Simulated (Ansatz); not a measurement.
# CH7BrSi: a nudged elastic band in two tries

Aim: a band of images between two relaxed ends for this system.

Method: RKS B3LYP/def2-SVP, in Ansatz 0.2.0.

## 1. The structure to begin with

Bond lengths: Si1–Br2 2.245 Å, Si1–H3 1.487 Å, Si1–H4 1.486 Å, Si1–H5 1.487 Å, H6–C7 1.099 Å, C7–H8 1.099 Å, C7–H9 1.099 Å, C7–H10 1.099 Å. Angles: Br2–Si1–H3 108.3°, Br2–Si1–H4 108.4°, Br2–Si1–H5 108.9°, H3–Si1–H4 110.4°, H3–Si1–H5 110.3°, H4–Si1–H5 110.5°, H6–C7–H8 109.6°, H6–C7–H9 109.4°, H6–C7–H10 109.6°, H8–C7–H9 109.4°, H8–C7–H10 109.4°, H9–C7–H10 109.4°.

Structure file:

```xyz
10

Si   -2.2260   -0.1225   -1.0013
Br   -0.9117   -1.8159   -1.6690
H    -2.6738    0.6250   -2.2059
H    -1.4329    0.7619   -0.1079
H    -3.3973   -0.6794   -0.2745
H     1.4980   -0.3445    0.3714
C     2.1275    0.2461    1.0513
H     2.1967    1.2804    0.6848
H     3.1337   -0.1946    1.0928
H     1.6857    0.2435    2.0581
```

## 2. First try

File input.yaml:

```yaml
crystal:
  periodic: [false, false, false]
  atoms:
    - { symbol: Si, position_ang: [-2.226009, -0.12248, -1.001304] }
    - { symbol: Br, position_ang: [-0.911662, -1.815886, -1.669023] }
    - { symbol: H, position_ang: [-2.673766, 0.625004, -2.205875] }
    - { symbol: H, position_ang: [-1.432899, 0.761917, -0.107857] }
    - { symbol: H, position_ang: [-3.397263, -0.679393, -0.27449] }
    - { symbol: H, position_ang: [1.497955, -0.344477, 0.371395] }
    - { symbol: C, position_ang: [2.127509, 0.246093, 1.051339] }
    - { symbol: H, position_ang: [2.196672, 1.28038, 0.684821] }
    - { symbol: H, position_ang: [3.133732, -0.194624, 1.092848] }
    - { symbol: H, position_ang: [1.685731, 0.243465, 2.058148] }
basis:
  gaussian: { orbitals: def2-SVP }
hamiltonian:
  xc: b3lyp
neb:
  order_check: false
  images: 5
  f_tol: 0.05
  max_iterations: 8
  final_atoms:
    - { symbol: Si, position_ang: [-1.28409899, 0.83580918, 0.04135138] }
    - { symbol: Br, position_ang: [1.32825129, -2.90876057, -1.75704003] }
    - { symbol: H, position_ang: [-1.36256731, 0.95617951, -1.4454299] }
    - { symbol: H, position_ang: [-1.97180557, 2.0195344, 0.64020127] }
    - { symbol: H, position_ang: [-2.03022855, -0.39125779, 0.45182379] }
    - { symbol: H, position_ang: [2.15248734, -3.44845435, -0.72107722] }
    - { symbol: C, position_ang: [0.51291448, 0.74836731, 0.61022352] }
    - { symbol: H, position_ang: [1.06293937, 1.65633916, 0.31553652] }
    - { symbol: H, position_ang: [1.01759071, -0.12020965, 0.15831972] }
    - { symbol: H, position_ang: [0.57451722, 0.6524518, 1.70609297] }
  initial_path: idpp
  optimiser: bfgs
```

Launch:

```console
ansatz run input.yaml --threads 2 --pin off --max-ram 3072MiB --backend cpu --events-out ev --progress --plain --runs-dir out
```

What does the calculation give? Wanted: first try.

**Answer**, as computed:

| quantity | value |
| --- | --- |
| first try | refused |
| cause | the word typed for the ensemble or optimiser is not among those the program lists |

In words: The fault in the first input was caught at the input check and cost nothing.
